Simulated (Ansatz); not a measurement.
**C4H15NSi2: a ladder of functionals and wavefunction methods**

One table from this session's results is given with a row withheld; the runs are named, their logs left out.

The runs use Ansatz 0.2.0, Gaussian basis; functionals in def2-TZVPP, the program's frozen cores in correlated methods.

The runs, in order: LDA (SPW92), PBE-D4, revPBE-D4, BLYP-D4, r2SCAN-D4, B97M-V, PBE0-D4, B3LYP-D4, r2SCANh-D4, r2SCAN0-D4, HSE06-D4, BHLYP-D4, CAM-B3LYP-D4, LC-ωPBE, ωB97X-V, ωB97M-V, B2PLYP, PBE-QIDH; CCSD(T)/def2-SVP; CCSD(T)/def2-TZVPP; MP2/def2-QZVPP; extrapolation to the limit; RPA on PBE.

1 further run of the same task is left out (it didn't finish).

### The geometry

An earlier PBE0-D4 in a triple-zeta def2 set relaxation fixed the geometry.

SMILES `CC(C)(C)N([SiH3])[SiH3]`, 22 atoms, charge 0, spin multiplicity 1.

Atoms are counted from 1 here; the program's logs count them from 0.

Bond lengths: C1–C2 1.527 Å, C1–H8 1.092 Å, C1–H9 1.092 Å, C1–H10 1.093 Å, C2–C3 1.525 Å, C2–C4 1.525 Å, C2–N5 1.491 Å, C3–H11 1.092 Å, C3–H12 1.094 Å, C3–H13 1.092 Å, C4–H14 1.094 Å, C4–H15 1.092 Å, C4–H16 1.092 Å, N5–Si6 1.734 Å, N5–Si7 1.734 Å, Si6–H17 1.489 Å, Si6–H18 1.482 Å, Si6–H19 1.491 Å and more. Angles: C2–C1–H8 110.6°, C2–C1–H9 110.6°, C2–C1–H10 110.9°, H8–C1–H9 108.1°, H8–C1–H10 108.2°, H9–C1–H10 108.2°, C1–C2–C3 109.7°, C1–C2–C4 109.6°, C1–C2–N5 109.3°, C3–C2–C4 108.1°, C3–C2–N5 110.1°, C4–C2–N5 110.1°, C2–C3–H11 109.9°, C2–C3–H12 111.9°, C2–C3–H13 111.0°, H11–C3–H12 107.1°, H11–C3–H13 108.4°, H12–C3–H13 108.4° and more.

The first run:

Contents of in.yaml:

```yaml
crystal:
  periodic: [false, false, false]
  atoms:
    - {symbol: C, position_ang: [-0.935516, -1.360554, 0.751200]}
    - {symbol: C, position_ang: [0.253622, -0.566552, 0.214817]}
    - {symbol: C, position_ang: [1.272661, -0.352799, 1.329071]}
    - {symbol: C, position_ang: [0.932295, -1.351735, -0.902558]}
    - {symbol: N, position_ang: [-0.225186, 0.748217, -0.300442]}
    - {symbol: Si, position_ang: [-0.390421, 2.081402, 0.795771]}
    - {symbol: Si, position_ang: [-0.798869, 0.864552, -1.932450]}
    - {symbol: H, position_ang: [-1.670686, -1.532806, -0.038010]}
    - {symbol: H, position_ang: [-1.427123, -0.817598, 1.561439]}
    - {symbol: H, position_ang: [-0.613810, -2.331679, 1.136518]}
    - {symbol: H, position_ang: [1.635263, -1.317393, 1.690750]}
    - {symbol: H, position_ang: [0.836379, 0.168263, 2.186281]}
    - {symbol: H, position_ang: [2.127529, 0.225218, 0.972109]}
    - {symbol: H, position_ang: [0.240896, -1.579375, -1.719151]}
    - {symbol: H, position_ang: [1.297903, -2.305736, -0.516638]}
    - {symbol: H, position_ang: [1.779642, -0.797772, -1.311747]}
    - {symbol: H, position_ang: [0.916864, 2.639340, 1.238238]}
    - {symbol: H, position_ang: [-1.141583, 3.151901, 0.097919]}
    - {symbol: H, position_ang: [-1.136064, 1.695277, 2.027880]}
    - {symbol: H, position_ang: [0.290183, 0.766735, -2.942566]}
    - {symbol: H, position_ang: [-1.460506, 2.181961, -2.087014]}
    - {symbol: H, position_ang: [-1.783463, -0.208841, -2.251427]}
basis:
  gaussian: {orbitals: def2-TZVPP}
hamiltonian: {xc: lda}
output: {orbitals: {seedname: orbitals}}
```

Steps of the session up to this table: LDA; PBE-D4 (GGA); revPBE-D4 (GGA); BLYP-D4 (GGA); r2SCAN-D4 (meta-GGA); B97M-V (meta-GGA); PBE0-D4 (hybrid); B3LYP-D4 (hybrid); r2SCANh-D4 (hybrid); r2SCAN0-D4 (hybrid); HSE06-D4 (hybrid); BHLYP-D4 (hybrid); CAM-B3LYP-D4 (range-separated); LC-ωPBE (range-separated); ωB97X-V (range-separated); ωB97M-V (range-separated); B2PLYP (double hybrid); PBE-QIDH (double hybrid).

One of the session's tables, all rows but one given; the rest of the session is left out.

It belongs to the step «Frontier levels by functional». 

```
  functional  HOMO (eV)  gap (eV)
 LDA (SPW92)      -5.78      4.96
      PBE-D4      -5.68      5.14
   revPBE-D4      -5.63      5.23
     BLYP-D4      -5.56      5.19
   r2SCAN-D4      -5.94      5.81
      B97M-V      -6.16      5.72
     PBE0-D4      -6.95      7.27
    B3LYP-D4      -6.74      6.87
  r2SCANh-D4      -6.42      6.56
  r2SCAN0-D4          ?         ?
    HSE06-D4      -6.55      6.50
    BHLYP-D4      -8.16      9.34
CAM-B3LYP-D4      -8.30      9.60
     LC-ωPBE      -9.63     12.09
     ωB97X-V      -9.32     11.59
     ωB97M-V      -9.23     11.16
```

**Question.** Estimate the row for r2SCAN0-D4.

Worked estimate for «HOMO (eV)». Against the share of exact exchange, r2SCAN-D4 (0, -5.94), r2SCANh-D4 (0.1, -6.42) give a slope of -4.80 per unit share; at 0.25 the line stands at -7.14.

**Answer.** HOMO (eV): -7.14; gap (eV): 7.70. In «HOMO (eV)» the line misses by 0.00.
